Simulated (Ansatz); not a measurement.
Set up this calculation in Ansatz 0.2.0, as the native input.

| Property | Result |
| --- | --- |
| Task | relaxation of cell and atoms |
| Functional | LDA |
| Potentials or basis | Ansatz PAW |
| Cutoff | 420 eV (not typed: the program's choice for these potentials) |
| k mesh | 9 × 9 × 9 |
| Occupations | fermi-dirac, width 0.05 eV |
| Spin | no spin polarisation |

Ta3Cu:

```
Ta Cu
1.0
    -2.00651    2.00651    4.20817
     2.00651   -2.00651    4.20817
     2.00651    2.00651   -4.20817
Ta Cu
3 1
Cartesian
  0.0000 0.0000 4.2082
  2.0065 0.0000 2.1041
  0.0000 2.0065 2.1041
  0.0000 0.0000 0.0000
```

The cell comes from a database or a generator and needn't be the stable form of this composition.

These files were run (other wordings do the same):

input.yaml

```yaml
crystal:
  lattice:
    - [-2.006507, 2.006507, 4.20817]
    - [2.006507, -2.006507, 4.20817]
    - [2.006507, 2.006507, -4.20817]
  atoms:
    - { symbol: Ta, position: [0.5, 0.5, 0.0] }
    - { symbol: Ta, position: [0.25, 0.75, 0.5] }
    - { symbol: Ta, position: [0.75, 0.25, 0.5] }
    - { symbol: Cu, position: [0.0, 0.0, 0.0] }
hamiltonian:
  xc: lda
  pseudopotentials: { kind: paw }
kpoints:
  mp_grid: { grid: [9, 9, 9] }
scf:
  occupations: { method: fermi_dirac, width: 0.05 }
output:
  forces: true
  stress: true
  eigenvalues: true
relax:
  f_tol: 0.01
  max_steps: 40
  cell: { stress_tol: 0.05 }
```

Potentials or basis: Ansatz PAW.

The run is started by

```sh
$ ansatz run input.yaml --threads 2 --pin off --max-ram 5632MiB --backend cpu --events-out ev --progress --plain --runs-dir out
```

It gave:

```json
{
 "Relaxed volume": "15.92 Å³/atom",
 "Relaxed cell": "a = 4.948 Å, b = 4.948 Å, c = 4.948 Å, α = 132.96°, β = 132.96°, γ = 68.71°",
 "Space group after relaxing (to 0.05 Å)": "I4/mmm (No. 139)",
 "Energy gained by relaxing": "37.9 meV/atom",
 "Ionic steps": "6",
 "Pressure after relaxing": "0.0 GPa",
 "Band gap on the k mesh": "none (metal or under the smearing width)"
}
```

Caveat: the plane-wave basis is chosen anew once the cell has moved, so the energies of steps on either side of that aren't comparable; the PAW data sets come from PBE, with cores solved anew for the run's functional, which leaves a small shift of forces and pressure.

It took 36 s on 2 threads of Arm Neoverse V2, with other jobs on the host, peak memory 0.45 GiB.
